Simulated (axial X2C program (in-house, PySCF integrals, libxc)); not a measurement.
# SnSe: bond curves with and without spin–orbit coupling

What are the state, bond length, wavenumber and bond energy of SnSe, and what does spin–orbit coupling change?

The runs use an in-house X2C program for linear molecules on PySCF integrals; all-electron X2C, Sn dyall-cv3z, Se dyall-cv3z.

All values are calculated.

**1. The job**

The input, task.json:

```json
{"zs": [50, 34], "q": 0, "bas": ["dyall-cv3z", "dyall-cv3z"], "levels": ["PBE0", "HF", "PBE50"], "cc": true, "r0": 2.37, "thr": -2.0, "nmax": 110, "npts": 10, "nst": 2, "ntry": 8}
```

Keys: zs atomic numbers; q charge; bas basis sets; levels methods (HF also brings MP2); cc coupled cluster on or off; r0 starting distance in Å; thr threshold in hartree for freezing inner shells (an s shell follows its p shell); nmax most natural virtual spinors; npts points asked for on the curve; nst determinants followed; ntry starts of the search.

Started as:

```sh
python so2c.py task.json out
```

Spin-free means the one-electron spin-free X2C Hamiltonian; two-component (2c) means X2C with spin–orbit coupling and atomic mean-field two-electron Coulomb and Gaunt terms. Basis: Sn dyall-cv3z contracted to [11s12p9d4f1g], Se dyall-cv3z contracted to [8s9p6d4f1g]; Gaussian nuclei, density fitting. Masses: Sn 119.902 u, Se 79.917 u.

Notation: σ, π±, δ± give the projection m of an orbital's angular momentum (0, ±1, ±2), α and β its spin, Λ and M_S the sums; ω is the projection of a spinor's total angular momentum and Ω the sum. Logs are in hartree.

The results follow Hamiltonian by Hamiltonian and level by level.

**2. State search with PBE0**

Determinants are compared with PBE0 at 2.370 Å.

Spin-free determinants:

| ΔE (eV) | state | open shells |
| --- | --- | --- |
| 0.00 | M_S = 0, Λ = 0 | closed shell |
| 2.45 | M_S = 1, Λ = 2 | beyond closed shells: 2 × π+α, π+β, π-α |
| 2.45 | M_S = 1, Λ = 0 | beyond closed shells: π+α, π+β, 2 × π-α |
| 2.61 | M_S = 0, Λ = 2 | beyond closed shells: π+α, 2 × π+β, π-α |
| 2.65 | M_S = 1, Λ = 1 | beyond closed shells: σα, π+α |
| 2.89 | M_S = 0, Λ = 1 | beyond closed shells: σα, π+β |
| 4.91 | M_S = 2, Λ = 1 | beyond closed shells: σα, 2 × π+α, π+β, 2 × π-α |

Two-component determinants:

| ΔE (eV) | state | open shells |
| --- | --- | --- |
| 0.00 | Ω = 0 | closed shell |
| 2.21 | Ω = 1 | excess of +ω over −ω: ω = -1/2, ω = 3/2 |
| 2.36 | Ω = 2 | excess of +ω over −ω: ω = 1/2, ω = 3/2 |
| 2.43 | Ω = 1 | excess of +ω over −ω: 2 × ω = 1/2 |
| 2.50 | Ω = 3 | excess of +ω over −ω: 2 × ω = 3/2 |
| 2.73 | Ω = 1 | excess of +ω over −ω: ω = -1/2, ω = 3/2 |
| 2.81 | Ω = 2 | excess of +ω over −ω: ω = 1/2, ω = 3/2 |

**3. PBE0, spin-free**

State followed: M_S = 0, Λ = 0 (closed shell). The scan is laid around 2.331 Å, a first estimate of the minimum, and this SCF restarts from the orbitals of the search.

The SCF at the reference distance of 2.331 Å:

```text
spin-free X2C-1e  PBE0
basis functions 231  fitting functions 1239  grid points 5798
iter        total energy     max residual
   1      -8605.065991193     2.84e+00
   2      -8605.992353224     1.08e-02
   3      -8605.988138392     1.46e-02
   4      -8605.994056549     5.95e-03
   5      -8605.995127411     1.20e-03
   6      -8605.995177400     1.17e-04
   7      -8605.995177874     4.28e-05
   8      -8605.995177918     5.02e-06
   9      -8605.995177919     2.23e-06
converged
one-electron -12643.62222356  Coulomb 3906.47654522  exact exchange -62.70268446  xc functional -192.07614097  nuclear repulsion 385.92932585
```

Along the bond, energies from the lowest point:

| R (Å) | E (eV) | μ (D) | HOMO (eV) | LUMO (eV) | iterations |
| --- | --- | --- | --- | --- | --- |
| 2.028 | 1.3258 | -1.61 | -7.04 | -1.99 | 11 |
| 2.121 | 0.5432 | -2.05 | -7.14 | -2.17 | 11 |
| 2.191 | 0.2107 | -2.38 | -7.20 | -2.30 | 10 |
| 2.261 | 0.0421 | -2.71 | -7.21 | -2.44 | 10 |
| 2.331 | 0.0000 | -3.03 | -7.05 | -2.57 | 9 |
| 2.413 | 0.0709 | -3.40 | -6.87 | -2.72 | 10 |
| 2.494 | 0.2362 | -3.76 | -6.71 | -2.86 | 10 |
| 2.599 | 0.5434 | -4.19 | -6.53 | -3.03 | 10 |
| 2.727 | 1.0059 | -4.69 | -6.34 | -3.22 | 10 |
| 2.914 | 1.7514 | -5.33 | -6.12 | -3.47 | 12 |

Dipoles are positive if Se is the positive end.

Outer orbitals at the reference distance:

```tsv
symmetry	occupied	ε (eV)	atomic character
δ-α	yes	-29.12	100% Sn d
δ+α	yes	-29.12	100% Sn d
σα	yes	-29.02	99% Sn d
π+α	yes	-28.94	100% Sn d
π-α	yes	-28.94	100% Sn d
σα	yes	-18.70	72% Se s, 11% Sn s, 9% Sn p
σα	yes	-12.08	62% Sn s, 25% Se p, 8% Se s
σα	yes	-7.26	46% Se p, 37% Sn p, 14% Sn s
π+α	yes	-7.05	72% Se p, 22% Sn p, 4% Sn d
π-α	yes	-7.05	72% Se p, 22% Sn p, 4% Sn d
π+α	no	-2.57	73% Sn p, 19% Se p, 4% Sn d
π-α	no	-2.57	73% Sn p, 19% Se p, 4% Sn d
σα	no	0.10	57% Sn p, 20% Sn d, 10% Se p
σα	no	1.57	85% Sn s, 6% Se d, 4% Sn d
```

PBE0 fields in the half plane through the axis: z from -2.4 to 4.5 Å across, distance from the axis 0.15 to 2.25 Å upwards; Sn lies at z = 0 and Se at z = 2.331 Å; the ELF is damped to zero where the density is low.

log10 density (e/bohr³). Ten even steps from '0' (-4.25 ) to '9' (1.82 ):
```
000111222222222222111000
011122222222222322221100
112223333333333333322210
112233344433344444333211
122334444444444554443221
123344556554455555543321
223445677765555676554322
223445689865556897554322
```

ELF. Ten even steps from '0' (0.00 ) to '9' (0.92 ):
```
000012211111233322100000
001355433222345544321000
025777654333566666543100
158998643334677888765310
489997432224678888887420
699985334323686435888631
799973478732672352588741
899963648462652826288752
```

Re = 2.324 Å, ωe = 338 cm⁻¹, ωexe = 0.548 cm⁻¹, Be = 0.06512 cm⁻¹, De = 4.56 eV, μ = -3.00 D.

**4. HF, spin-free**

The SCF at the reference distance of 2.331 Å:

```text
spin-free X2C-1e  HF
basis functions 231  fitting functions 1239  grid points 5798
iter        total energy     max residual
   1      -8602.027090333     2.03e-01
   2      -8602.062589012     5.16e-03
   3      -8602.063787494     4.27e-03
   4      -8602.064206597     1.38e-03
   5      -8602.064288194     4.75e-04
   6      -8602.064303079     1.41e-04
   7      -8602.064306255     1.13e-04
   8      -8602.064307078     4.27e-05
   9      -8602.064307153     4.46e-06
  10      -8602.064307155     1.27e-06
  11      -8602.064307155     2.71e-07
converged
one-electron -12642.37701879  Coulomb 3905.33554194  exact exchange -250.95215616  xc functional 0.00000000  nuclear repulsion 385.92932585
```

Re = 2.308 Å, ωe = 360 cm⁻¹, ωexe = 0.523 cm⁻¹, Be = 0.06599 cm⁻¹, De = 2.28 eV, μ = -3.72 D.

**5. PBE50, spin-free**

The SCF at the reference distance of 2.331 Å:

```text
spin-free X2C-1e  PBE50
basis functions 231  fitting functions 1239  grid points 5798
iter        total energy     max residual
   1      -8606.110143401     7.05e-02
   2      -8606.114571447     3.71e-03
   3      -8606.113973121     5.88e-03
   4      -8606.114963916     8.80e-04
   5      -8606.114989095     2.38e-04
   6      -8606.114991560     8.13e-05
   7      -8606.114991741     1.86e-05
   8      -8606.114991752     6.80e-06
   9      -8606.114991754     1.69e-06
converged
one-electron -12643.97564704  Coulomb 3906.88388210  exact exchange -125.44307441  xc functional -129.50947826  nuclear repulsion 385.92932585
```

Re = 2.298 Å, ωe = 357 cm⁻¹, ωexe = 0.535 cm⁻¹, Be = 0.06654 cm⁻¹, De = 4.27 eV, μ = -3.20 D.

**6. MP2 and beyond, spin-free**

Correlated methods: 20 electrons correlated (frozen shells, counted by type: Sn 4 s, 3 p, 1 d; Se 3 s, 2 p, 1 d), 274 virtual spinors in MP2, 110 natural virtuals in coupled cluster.

Output of the correlated part at 2.331 Å:

```text
correlated 20  virtual 274  natural virtual 110  E(MP2) -0.696072006  MP2 remainder -0.060719679
iter   CCSD correlation   residual
   1     -0.591284656   1.84e-01
   2     -0.605671995   8.87e-02
   3     -0.610220675   3.02e-02
   4     -0.609918962   1.22e-02
   5     -0.609968139   4.89e-03
   6     -0.610011281   1.38e-03
   7     -0.609999463   4.66e-04
   8     -0.610003284   1.21e-04
   9     -0.610001261   3.46e-05
  10     -0.610001369   8.08e-06
  11     -0.610001300   2.21e-06
  12     -0.610001288   6.46e-07
(T) -0.023159972  T1 0.0313  D1 0.0608  max T2 0.072
```

T1 in the output is the amplitude norm over the root of the electron number; divide by √2 for the Lee–Taylor value.

MP2: Re = 2.327 Å, ωe = 335 cm⁻¹, Be = 0.06495 cm⁻¹, De = 4.53 eV.

CCSD: Re = 2.325 Å, ωe = 338 cm⁻¹, ωexe = 0.51 cm⁻¹, Be = 0.06505 cm⁻¹, De = 4.24 eV. T1 at Re = 0.022 (Lee–Taylor, the printed value over √2).

CCSD(T): Re = 2.338 Å, ωe = 330 cm⁻¹, ωexe = 0.584 cm⁻¹, Be = 0.06429 cm⁻¹, De = 4.40 eV. T1 at Re = 0.022 (Lee–Taylor, the printed value over √2).

**7. A higher determinant, spin-free**

State: M_S = 1, Λ = 2 (beyond closed shells: 2 × π+α, π+β, π-α).

Output at the reference distance:

```text
spin-free X2C-1e  PBE0
basis functions 231  fitting functions 1239  grid points 5798
iter        total energy     max residual
   1      -8604.949948571     2.94e+00
   2      -8605.896941880     1.03e-02
   3      -8605.896714856     1.32e-02
   4      -8605.899261756     6.65e-04
   5      -8605.899272762     4.30e-04
   6      -8605.899277041     1.43e-04
   7      -8605.899277564     2.15e-05
   8      -8605.899277576     4.10e-06
   9      -8605.899277577     1.08e-06
converged
one-electron -12643.08956225  Coulomb 3906.05686117  exact exchange -62.71507081  xc functional -192.08083154  nuclear repulsion 385.92932585
```

| R (Å) | E above the lowest PBE0 point (eV) |
| --- | --- |
| 2.028 | 5.289 |
| 2.121 | 4.064 |
| 2.191 | 3.415 |
| 2.261 | 2.942 |
| 2.331 | 2.610 |
| 2.413 | 2.360 |
| 2.494 | 2.224 |
| 2.599 | 2.172 |
| 2.727 | 2.237 |

No constants are quoted: too few points lie around the minimum for a second fit to confirm the first.

**8. The spin-free curves together**

Energy (eV) of the followed determinant, spin-free, from each level's lowest point:

| R (Å) | PBE0 | HF | MP2 | CCSD | CCSD(T) | PBE50 |
| --- | --- | --- | --- | --- | --- | --- |
| 2.028 | 1.326 | 1.300 | 1.338 | n/a | n/a | 1.175 |
| 2.121 | 0.543 | 0.505 | 0.553 | 0.555 | 0.606 | 0.435 |
| 2.191 | 0.211 | 0.176 | 0.218 | 0.216 | 0.252 | 0.138 |
| 2.261 | 0.042 | 0.021 | 0.046 | 0.044 | 0.063 | 0.005 |
| 2.331 | 0.000 | 0.000 | 0.000 | 0.000 | 0.000 | 0.000 |
| 2.413 | 0.071 | 0.104 | 0.065 | 0.069 | 0.047 | 0.115 |
| 2.494 | 0.236 | 0.309 | 0.225 | 0.234 | 0.190 | 0.325 |
| 2.599 | 0.543 | 0.675 | 0.527 | 0.547 | 0.465 | 0.690 |
| 2.727 | 1.006 | 1.214 | 0.992 | n/a | n/a | 1.222 |
| 2.914 | 1.751 | 2.069 | 1.802 | n/a | n/a | 2.066 |

**9. PBE0, 2c**

State followed: Ω = 0 (closed shell). The scan is laid around 2.331 Å, a first estimate of the minimum, and this SCF restarts from the orbitals of the search.

The SCF at the reference distance of 2.331 Å:

```text
two-component X2C + atomic mean field  PBE0
basis functions 231  fitting functions 1239  grid points 5798
iter        total energy     max residual
   1      -8601.642890947     2.85e+00
   2      -8602.573050758     1.08e-02
   3      -8602.568969897     1.46e-02
   4      -8602.574786618     5.82e-03
   5      -8602.575809365     1.22e-03
   6      -8602.575860269     1.17e-04
   7      -8602.575860747     4.40e-05
   8      -8602.575860794     4.89e-06
   9      -8602.575860795     2.27e-06
converged
one-electron -12634.07502721  Coulomb 3904.63092210  exact exchange -62.66926496  xc functional -191.97727130  nuclear repulsion 385.92932585  atomic mean-field constant -4.41454528
```

Along the bond, energies from the lowest point:

| R (Å) | E (eV) | μ (D) | HOMO (eV) | LUMO (eV) | iterations |
| --- | --- | --- | --- | --- | --- |
| 2.028 | 1.3364 | -1.60 | -7.05 | -2.10 | 11 |
| 2.121 | 0.5505 | -2.04 | -7.15 | -2.29 | 11 |
| 2.191 | 0.2157 | -2.36 | -7.21 | -2.42 | 10 |
| 2.261 | 0.0446 | -2.69 | -7.09 | -2.56 | 10 |
| 2.331 | 0.0000 | -3.01 | -6.93 | -2.69 | 9 |
| 2.413 | 0.0678 | -3.37 | -6.75 | -2.84 | 11 |
| 2.494 | 0.2297 | -3.72 | -6.60 | -2.98 | 11 |
| 2.599 | 0.5319 | -4.15 | -6.42 | -3.15 | 12 |
| 2.727 | 0.9873 | -4.63 | -6.24 | -3.34 | 12 |
| 2.914 | 1.7185 | -5.25 | -6.02 | -3.59 | 14 |

Dipoles are positive if Se is the positive end.

Outer spinors at the reference distance:

```json
{"ω": "3/2", "occupied": "yes", "ε (eV)": "-29.68", "atomic character": "100% Sn d", "λ mixture": "85% δ, 15% π"}
{"ω": "1/2", "occupied": "yes", "ε (eV)": "-29.56", "atomic character": "100% Sn d", "λ mixture": "56% π, 44% σ"}
{"ω": "5/2", "occupied": "yes", "ε (eV)": "-28.71", "atomic character": "100% Sn d", "λ mixture": "100% δ"}
{"ω": "1/2", "occupied": "yes", "ε (eV)": "-28.57", "atomic character": "99% Sn d", "λ mixture": "56% σ, 44% π"}
{"ω": "3/2", "occupied": "yes", "ε (eV)": "-28.56", "atomic character": "100% Sn d", "λ mixture": "85% π, 15% δ"}
{"ω": "1/2", "occupied": "yes", "ε (eV)": "-18.70", "atomic character": "72% Se s, 11% Sn s, 9% Sn p", "λ mixture": "100% σ"}
{"ω": "1/2", "occupied": "yes", "ε (eV)": "-12.07", "atomic character": "61% Sn s, 25% Se p, 8% Se s", "λ mixture": "100% σ"}
{"ω": "1/2", "occupied": "yes", "ε (eV)": "-7.29", "atomic character": "52% Se p, 32% Sn p, 12% Sn s", "λ mixture": "85% σ, 15% π"}
{"ω": "1/2", "occupied": "yes", "ε (eV)": "-7.15", "atomic character": "66% Se p, 27% Sn p, 3% Sn d", "λ mixture": "86% π, 14% σ"}
{"ω": "3/2", "occupied": "yes", "ε (eV)": "-6.93", "atomic character": "72% Se p, 22% Sn p, 4% Sn d", "λ mixture": "100% π"}
{"ω": "1/2", "occupied": "no", "ε (eV)": "-2.69", "atomic character": "72% Sn p, 19% Se p, 4% Sn d", "λ mixture": "99% π, 1% σ"}
{"ω": "3/2", "occupied": "no", "ε (eV)": "-2.42", "atomic character": "73% Sn p, 18% Se p, 4% Sn d", "λ mixture": "100% π"}
{"ω": "1/2", "occupied": "no", "ε (eV)": "0.11", "atomic character": "58% Sn p, 20% Sn d, 10% Se p", "λ mixture": "100% σ"}
{"ω": "1/2", "occupied": "no", "ε (eV)": "1.57", "atomic character": "84% Sn s, 6% Se d, 4% Sn d", "λ mixture": "100% σ"}
```

PBE0 fields in the half plane through the axis: z from -2.4 to 4.5 Å across, distance from the axis 0.15 to 2.25 Å upwards; Sn lies at z = 0 and Se at z = 2.331 Å; the ELF is damped to zero where the density is low.

log10 density (e/bohr³). Ten even steps from '0' (-4.25 ) to '9' (1.82 ):
```
000111222222222222111000
011122222222222322221100
112223333333333333322210
112233344433344444333211
122334444444444554443221
123344556554455555543321
223445677765555676554322
223445689865556897554322
```

ELF. Ten even steps from '0' (0.00 ) to '9' (0.92 ):
```
000012211111233322100000
001355433222345544321000
025777654333566666543100
158998643334677888765310
489997432224678888886420
699985334323686435888631
799973478732672352588741
899963648462652826288742
```

Re = 2.325 Å, ωe = 337 cm⁻¹, ωexe = 0.557 cm⁻¹, Be = 0.06501 cm⁻¹, De = 4.47 eV, μ = -2.98 D.

**10. HF, 2c**

Output at 2.331 Å:

```text
two-component X2C + atomic mean field  HF
basis functions 231  fitting functions 1239  grid points 5798
iter        total energy     max residual
   1      -8598.606384381     2.07e-01
   2      -8598.641806146     5.15e-03
   3      -8598.642996455     4.23e-03
   4      -8598.643402268     1.38e-03
   5      -8598.643482811     4.68e-04
   6      -8598.643497713     1.44e-04
   7      -8598.643500926     1.12e-04
   8      -8598.643501793     4.17e-05
   9      -8598.643501888     1.13e-05
  10      -8598.643501897     5.81e-06
  11      -8598.643501901     3.84e-06
  12      -8598.643501904     1.35e-06
  13      -8598.643501904     5.12e-07
converged
one-electron -12632.83273061  Coulomb 3903.49244404  exact exchange -250.81799591  xc functional 0.00000000  nuclear repulsion 385.92932585  atomic mean-field constant -4.41454528
```

Re = 2.310 Å, ωe = 358 cm⁻¹, ωexe = 0.54 cm⁻¹, Be = 0.06586 cm⁻¹, De = 2.15 eV, μ = -3.69 D.

**11. PBE50, 2c**

Output at 2.331 Å:

```text
two-component X2C + atomic mean field  PBE50
basis functions 231  fitting functions 1239  grid points 5798
iter        total energy     max residual
   1      -8602.690274853     7.03e-02
   2      -8602.694701446     3.66e-03
   3      -8602.694137312     5.75e-03
   4      -8602.695083428     8.70e-04
   5      -8602.695107948     2.39e-04
   6      -8602.695110434     8.03e-05
   7      -8602.695110618     1.85e-05
   8      -8602.695110631     6.71e-06
   9      -8602.695110633     1.62e-06
  10      -8602.695110633     4.65e-07
converged
one-electron -12634.42972700  Coulomb 3905.03942268  exact exchange -125.37614979  xc functional -129.44343709  nuclear repulsion 385.92932585  atomic mean-field constant -4.41454528
```

Re = 2.300 Å, ωe = 355 cm⁻¹, ωexe = 0.545 cm⁻¹, Be = 0.06644 cm⁻¹, De = 4.17 eV, μ = -3.18 D.

**12. Correlated methods, 2c**

Correlated methods: 20 electrons correlated (frozen shells, counted by type: Sn 4 s, 3 p, 1 d; Se 3 s, 2 p, 1 d), 274 virtual spinors in MP2, 110 natural virtuals in coupled cluster.

Output of the correlated part at 2.331 Å:

```text
correlated 20  virtual 274  natural virtual 110  E(MP2) -0.695615245  MP2 remainder -0.060667950
iter   CCSD correlation   residual
   1     -0.591116593   1.82e-01
   2     -0.605447863   8.70e-02
   3     -0.609928518   2.99e-02
   4     -0.609625821   1.21e-02
   5     -0.609676320   4.88e-03
   6     -0.609719759   1.43e-03
   7     -0.609707880   5.33e-04
   8     -0.609713348   2.03e-04
   9     -0.609709299   1.10e-04
  10     -0.609710741   5.47e-05
  11     -0.609710037   2.29e-05
  12     -0.609710188   6.25e-06
  13     -0.609710239   2.45e-06
  14     -0.609710284   1.27e-06
  15     -0.609710284   6.21e-07
(T) -0.023026682  T1 0.0309  D1 0.0617  max T2 0.070
```

MP2: Re = 2.328 Å, ωe = 335 cm⁻¹, Be = 0.06488 cm⁻¹, De = 4.41 eV.

CCSD: Re = 2.327 Å, ωe = 337 cm⁻¹, ωexe = 0.534 cm⁻¹, Be = 0.06494 cm⁻¹, De = 4.00 eV. T1 at Re = 0.022 (Lee–Taylor, the printed value over √2).

CCSD(T): Re = 2.340 Å, ωe = 329 cm⁻¹, ωexe = 0.581 cm⁻¹, Be = 0.06419 cm⁻¹, De = 4.06 eV. T1 at Re = 0.022 (Lee–Taylor, the printed value over √2).

**13. A higher determinant, 2c**

State: Ω = 1 (excess of +ω over −ω: ω = -1/2, ω = 3/2).

Output at the reference distance:

```text
two-component X2C + atomic mean field  PBE0
basis functions 231  fitting functions 1239  grid points 5798
iter        total energy     max residual
   1      -8601.535998906     2.94e+00
   2      -8602.486649224     1.03e-02
   3      -8602.486421548     1.32e-02
   4      -8602.488963858     6.64e-04
   5      -8602.488974833     4.25e-04
   6      -8602.488979018     1.43e-04
   7      -8602.488979540     2.13e-05
   8      -8602.488979552     4.04e-06
   9      -8602.488979552     1.06e-06
converged
one-electron -12633.74207823  Coulomb 3904.40562683  exact exchange -62.68242063  xc functional -191.98488810  nuclear repulsion 385.92932585  atomic mean-field constant -4.41454528
```

| R (Å) | E above the lowest PBE0 point (eV) |
| --- | --- |
| 2.028 | 5.043 |
| 2.121 | 3.819 |
| 2.191 | 3.170 |
| 2.261 | 2.697 |
| 2.331 | 2.364 |
| 2.413 | 2.113 |
| 2.494 | 1.976 |
| 2.599 | 1.922 |
| 2.727 | 1.985 |

No constants are quoted: too few points lie around the minimum for a second fit to confirm the first.

**14. The 2c curves together**

Energy (eV) of the followed determinant, 2c, from each level's lowest point:

| R (Å) | PBE0 | HF | MP2 | CCSD | CCSD(T) | PBE50 |
| --- | --- | --- | --- | --- | --- | --- |
| 2.028 | 1.336 | 1.314 | 1.348 | n/a | n/a | 1.187 |
| 2.121 | 0.551 | 0.515 | 0.559 | 0.564 | 0.613 | 0.444 |
| 2.191 | 0.216 | 0.183 | 0.222 | 0.222 | 0.257 | 0.143 |
| 2.261 | 0.045 | 0.024 | 0.048 | 0.047 | 0.065 | 0.008 |
| 2.331 | 0.000 | 0.000 | 0.000 | 0.000 | 0.000 | 0.000 |
| 2.413 | 0.068 | 0.099 | 0.064 | 0.066 | 0.045 | 0.111 |
| 2.494 | 0.230 | 0.299 | 0.222 | 0.226 | 0.185 | 0.317 |
| 2.599 | 0.532 | 0.656 | 0.524 | 0.532 | 0.456 | 0.676 |
| 2.727 | 0.987 | 1.179 | 0.998 | n/a | n/a | 1.198 |
| 2.914 | 1.718 | 1.978 | 1.877 | n/a | n/a | 2.019 |

The whole job took 7.7 min on 1 thread of Arm Neoverse V1, shared host; peak memory 1.9 GiB.

**15. Constants**

Lowest determinant that the search found at its distance, spin-free: M_S = 0, Λ = 0 (closed shell).

Lowest determinant that the search found at its distance, 2c: Ω = 0 (closed shell).

```
Hamiltonian    level  Re (Å)  ωe (cm⁻¹)  De (eV)  μ (D)
  spin-free     PBE0   2.324        338     4.56  -3.00
  spin-free       HF   2.308        360     2.28  -3.72
  spin-free      MP2   2.327        335     4.53    n/a
  spin-free     CCSD   2.325        338     4.24    n/a
  spin-free  CCSD(T)   2.338        330     4.40    n/a
  spin-free    PBE50   2.298        357     4.27  -3.20
         2c     PBE0   2.325        337     4.47  -2.98
         2c       HF   2.310        358     2.15  -3.69
         2c      MP2   2.328        335     4.41    n/a
         2c     CCSD   2.327        337     4.00    n/a
         2c  CCSD(T)   2.340        329     4.06    n/a
         2c    PBE50   2.300        355     4.17  -3.18
```

Dipoles are positive if Se is the positive end.

Time per point (s) on 1 thread of Arm Neoverse V1, shared host (2c runs; CCSD comes with the CCSD(T) run); the times are rough: PBE0 0.84, HF 0.73, MP2 1.7, CCSD(T) 24, PBE50 0.89.

In words: At CCSD(T), going from spin-free to two-component changes Re by +2 mÅ, ωe by -0.4 %, which is small (part of it comes from the scalar share of the two-electron terms). De moves by -0.34 eV; both De rest on single-determinant atoms, which can miss part of an open shell's spin–orbit lowering.

De refers to Sn + Se, each in the lowest determinant found, which need not be this curve's own limit. The state is a single determinant with fixed occupations, the lowest that a limited PBE0 search found. The closed shell is kept restricted; where the fragments are open shells, the energy then runs too high at long range. De is counted from the lowest determinant-based energies of the atoms at the same level, without counterpoise correction. CCSD and (T) use frozen natural virtuals with an MP2 correction for the truncation. T1 at Re is 0.022 (Lee–Taylor), above the customary mark of 0.02.
